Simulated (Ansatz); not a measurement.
Task: a comparison of magnetic orders of Gd, space group P6_3/mmc, with Ansatz 0.2.0 through its Python package. Give the script and its output. Level of theory (first run): PBE, PAW, cutoff 463 eV, 9×9×5 k-points, Fermi-Dirac smearing of 0.1 eV, collinear spin.

```
CELL_PARAMETERS angstrom
3.63600 0.00000 0.00000
-1.81800 3.14887 0.00000
0.00000 0.00000 5.78260
ATOMIC_POSITIONS crystal
Gd 0.33333 0.66667 0.25000
Gd 0.66667 0.33333 0.75000
```

Script `run_orders.py`:
```python
"""Ferro, antiferro and non-magnetic states of Gd."""

import warnings

import ansatz
import numpy as np
import pandas as pd

KGRID = (9, 9, 5)
FILLING = "Fermi-Dirac"
WIDTH_EV = 0.1


def count_gap(report):
    # lowest empty less highest filled band, counting bands; zero where they overlap
    return max(report.get("gap_by_band_count_ev") or 0.0, 0.0)

CELL = [
    (3.636, 0.0, 0.0),
    (-1.818, 3.148868, 0.0),
    (0.0, 0.0, 5.7826),
]
ATOMS = [
    ("Gd", (1 / 3, 2 / 3, 0.25)),
    ("Gd", (2 / 3, 1 / 3, 0.75)),
]


def build(moments):
    crystal = ansatz.Crystal(lattice=ansatz.Lattice.of(CELL))
    for (symbol, position), moment in zip(ATOMS, moments):
        crystal = crystal.atom(symbol, position, moment=moment or None)
    return crystal


def main() -> None:
    warnings.simplefilter("ignore", ansatz.DeckWarning)

    # starting moments in muB, one an atom
    orders = {
        "FM": [7, 7],
        "AFM": [7, -7],
    }

    rows = []
    for label, moments in orders.items():
        model = (
            build(moments).calculation()
            .pseudopotentials("paw")
            .kpoints(*KGRID)
            .occupations(FILLING, width=WIDTH_EV)
            .basis(34 * ansatz.Ry)
            .spin("collinear")
            .band_table()
        )
        summary = model.run().report
        rows.append((label, summary["free_energy_ev"], summary["magnetization_mub"], summary["absolute_magnetization_mub"], max(abs(m) for m in summary["site_moments_mub"]), count_gap(summary)))
        print(label, "site moments:", [round(m, 2) for m in summary["site_moments_mub"]])

    # the same cell with no spin polarisation
    plain = (
        build([0] * len(ATOMS)).calculation()
        .pseudopotentials("paw")
        .kpoints(*KGRID)
        .occupations(FILLING, width=WIDTH_EV)
        .basis(34 * ansatz.Ry)
        .band_table()
    )
    summary = plain.run().report
    rows.append(("NM", summary["free_energy_ev"], 0.0, 0.0, 0.0, count_gap(summary)))

    lowest = min(row[1] for row in rows)
    rows = [(row[0], 1000 * (row[1] - lowest) / 2, *row[2:]) for row in sorted(rows, key=lambda row: row[1])]
    print(pd.DataFrame(rows, columns=["order", "meV/magnetic atom", "net muB", "absolute muB", "largest site muB", "gap by band count eV"]).round(4).to_string(index=False))
    print("lowest of these starts:", rows[0][0])


if __name__ == "__main__":
    main()
```

Running `python run_orders.py` prints:
```text
FM site moments: [7.31, 7.31]
AFM site moments: [7.23, -7.23]
order  meV/magnetic atom  net muB  absolute muB  largest site muB  gap by band count eV
  AFM             0.0000  -0.0000       14.8152            7.2281                   0.0
   FM             7.3787  15.1538       15.1538            7.3073                   0.0
   NM          6985.8043   0.0000        0.0000            0.0000                   0.0
lowest of these starts: AFM
```

In order of energy: antiferro- or ferrimagnetic (+0.0 meV an atom, largest site moment 7.23 μB), ferromagnetic (+7.4 meV an atom, largest site moment 7.31 μB) and non-magnetic (+6985.8 meV an atom, largest site moment 0.00 μB). These are the states reached from the starts typed.

Caveats:
- Open f shells: without a Hubbard U, without spin-orbit coupling; the state reached hangs on the start and needn't be the lowest.
- For a metal this k-point mesh is coarse: on a finer one energies can move by several to tens of meV an atom and pressures by half a GPa or more, differences at one mesh by less.
- A gap by band count of zero or less means overlapping bands, a metal.
- No functional is typed, so the default, PBE, holds.
- Gaps and levels are Kohn-Sham values on a finite set of k-points, without spin-orbit coupling.
- Each row is the state reached from that start at the given structure, not necessarily the lowest of its order; other orders weren't tried.
- Run time: 45 s on 1 thread of Arm Neoverse V2, with other jobs on the host, peak memory 0.58 GiB.
